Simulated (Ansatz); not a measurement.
**Ag: stress in a strained cell**

Ag is deformed so: equal xy, yz and zx engineering shear strains of -1 %. What stress and forces result, by LAPW, PAW and all-electron datasets made for the crystal?

Computed with Ansatz 0.2.0 (DFT LDA, scalar-relativistic, unless a step's input says otherwise).

## Step 1: The starting structure

It takes space group P6_3/mmc (No. 194, hexagonal). The conventional cell has a = 2.930 Å, b = 2.930 Å, c = 4.790 Å, α = 90.00°, β = 90.00°, γ = 120.00°. Ag (site symmetry -6m2) is surrounded by 12 Ag at 2.93 Å.

Structure file:

```
CELL_PARAMETERS angstrom
2.93000 0.00000 0.00000
-1.46500 2.53745 0.00000
0.00000 0.00000 4.79000
ATOMIC_POSITIONS crystal
Ag 0.33333 0.66667 0.25000
Ag 0.66667 0.33333 0.75000
```

Atoms are numbered in the order of the input: Ag1, Ag2.

## Step 2: After the deformation

Space group P6_3/mmc before, P-1 after.

## Step 3: LAPW, all electrons

File input.yaml:

```yaml
crystal:
  lattice:
    - [2.9299980804, -0.0146499904, -0.0146499904]
    - [-1.477686304, 2.5447777659, -0.0053622686]
    - [-0.02395, -0.02395, 4.79]
  atoms:
    - { symbol: Ag, position: [0.3333333333, 0.6666666667, 0.25] }
    - { symbol: Ag, position: [0.6666666667, 0.3333333333, 0.75] }
kpoints:
  mp_grid: { grid: [14, 14, 8] }
  band_path:
    path:
      - [0.0, 0.0, 0.0]
      - [0.0, 0.0, 0.5]
      - [-0.5, 0.5, 0.0]
      - [0.0, 0.0, 0.0]
      - [0.0, -0.5, 0.0]
      - [-0.5, 0.0, 0.5]
      - [0.0, 0.0, 0.0]
      - [-0.5, 0.0, 0.0]
      - [0.0, -0.5, 0.5]
    npoints: 5
scf:
  occupations: { method: fermi_dirac, width: 0.05 }
hamiltonian:
  xc: lda
  pseudopotentials: { kind: all_electron, lapw: { basis_error: 0.00025 } }
output:
  forces: true
  stress: true
  eigenvalues: true
```

The run is started by

```console
> ansatz run input.yaml --threads 1 --pin off --max-ram 3072MiB --backend cpu --events-out ev --progress --plain --runs-dir out
```

## Step 4: Frozen-core PAW

File input.yaml:

```yaml
crystal:
  lattice:
    - [2.9299980804, -0.0146499904, -0.0146499904]
    - [-1.477686304, 2.5447777659, -0.0053622686]
    - [-0.02395, -0.02395, 4.79]
  atoms:
    - { symbol: Ag, position: [0.3333333333, 0.6666666667, 0.25] }
    - { symbol: Ag, position: [0.6666666667, 0.3333333333, 0.75] }
kpoints:
  mp_grid: { grid: [14, 14, 8] }
scf:
  occupations: { method: fermi_dirac, width: 0.05 }
hamiltonian:
  xc: lda
  pseudopotentials: { kind: paw }
output:
  forces: true
  stress: true
  eigenvalues: true
  efg: { contact_densities: true }
  write_density: true
  write_potential: true
  elf: true
  volumetric_format: npy
```

## Step 5: Datasets made for this crystal

input.yaml: that of step 4 with these lines changed.

```diff
@@ -14,3 +14,3 @@
   xc: lda
-  pseudopotentials: { kind: paw }
+  pseudopotentials: { kind: all_electron, datasets: crystal }
 output:
@@ -20,5 +20 @@
   efg: { contact_densities: true }
-  write_density: true
-  write_potential: true
-  elf: true
-  volumetric_format: npy
```

(Steps that only read results are left out.)

Before running it: what results should come out? Wanted: pressure; largest shear or deviatoric stress.

As calculated:

| quantity | value |
| --- | --- |
| pressure | LAPW -10.58, PAW -10.57, crystal datasets -10.57 GPa |
| largest shear or deviatoric stress (LAPW) | 0.29 GPa |

The largest part of the stress beyond the pressure is 0.29 GPa in size; the atoms are carried along and not relaxed. No run of the undeformed cell stands beside it, so the pressure holds what the given cell had before the change. PAW: stress within 0.01 GPa of LAPW. Crystal datasets: stress within 0.01 GPa of LAPW.
